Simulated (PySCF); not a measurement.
# A diatomic session: ZrF+

The task here is to estimate one member of a computed series from the others.

Program: PySCF 2.14.0. Level of theory: Zr def2-TZVPPD with ECP28, F def2-TZVPPD, scalar-relativistic core potentials. These are calculated values, not measurements.

Set-up of the first run:

The job is set up so:

```
atoms                         : Zr, F
charge                        : 1
basis                         : Zr def2-TZVPPD with ECP28, F def2-TZVPPD
Hamiltonian                   : scalar-relativistic core potentials
basis functions               : 96
electrons treated             : 20
masses in u                   : 89.9047, 18.9984
levels                        : PBE0, PBE, r²SCAN, r²SCAN0, PBEsol, BHandHLYP, M06-L, r²SCANh, LC-ωPBE, HF, MP2, SCS-MP2, CCSD, CCSD(T)
grid                          : 80 radial by 434 angular points
occupations                   : held fixed by the projection of orbital angular momentum
dissociation limit            : Zr+ + F, each in its ground configuration
starting distance in angstrom : 2.120
values of 2S to try           : 0, 2, 4, 6
```

On the command line:

```bash
$ OMP_NUM_THREADS=2 python dia.py task.json out
```

Steps of the session up to this table: Input; First curve: PBE0; Other states along the same grid; PBE; r²SCAN; r²SCAN0 (hybrid meta-GGA); PBEsol (GGA); BHandHLYP (global hybrid GGA); M06-L (meta-GGA); r²SCANh (hybrid meta-GGA); LC-ωPBE (range-separated hybrid); UHF; Adding correlation.

One of the session's tables, all rows but one given; the rest of the session is left out.

Energy (eV) from each level's lowest point:

```
R (Å)    UHF  UHF-MP2  UHF-SCS-MP2  UHF-CCSD  UHF-CCSD(T)
1.566  1.804    1.660        1.722       n/a          n/a
1.639  0.835    0.733        0.777     0.774        0.786
1.712  0.285    0.225        0.251     0.250        0.256
1.766      ?        ?            ?         ?            ?
1.821  0.000    0.000        0.000     0.000        0.000
1.876  0.024    0.053        0.041     0.041        0.039
1.948  0.171    0.240        0.209     0.209        0.205
2.039  0.473    0.597        0.544     0.541        0.536
2.149  0.931    1.128        1.047     1.039        1.035
2.295  1.602    1.893        1.777       n/a          n/a
```

**Question.** Estimate the row for R (Å) = 1.766.

Worked estimate for «UHF». A straight line through the neighbours (1.712, 0.285) and (1.821, 0.000) gives 0.285 + (0.000 − 0.285) × (1.766 − 1.712) / (1.821 − 1.712) = 0.144; a parabola fitted to 4 rows on both sides gives 0.072.

As computed: UHF: 0.076; UHF-MP2: 0.047; UHF-SCS-MP2: 0.060; UHF-CCSD: 0.059; UHF-CCSD(T): 0.062. In «UHF» the line misses by +0.068 and the parabola by -0.004.

Caveats from the session: The state is the lowest single determinant that the PBE0 search found; with open d or f shells the true ground state can be another one.
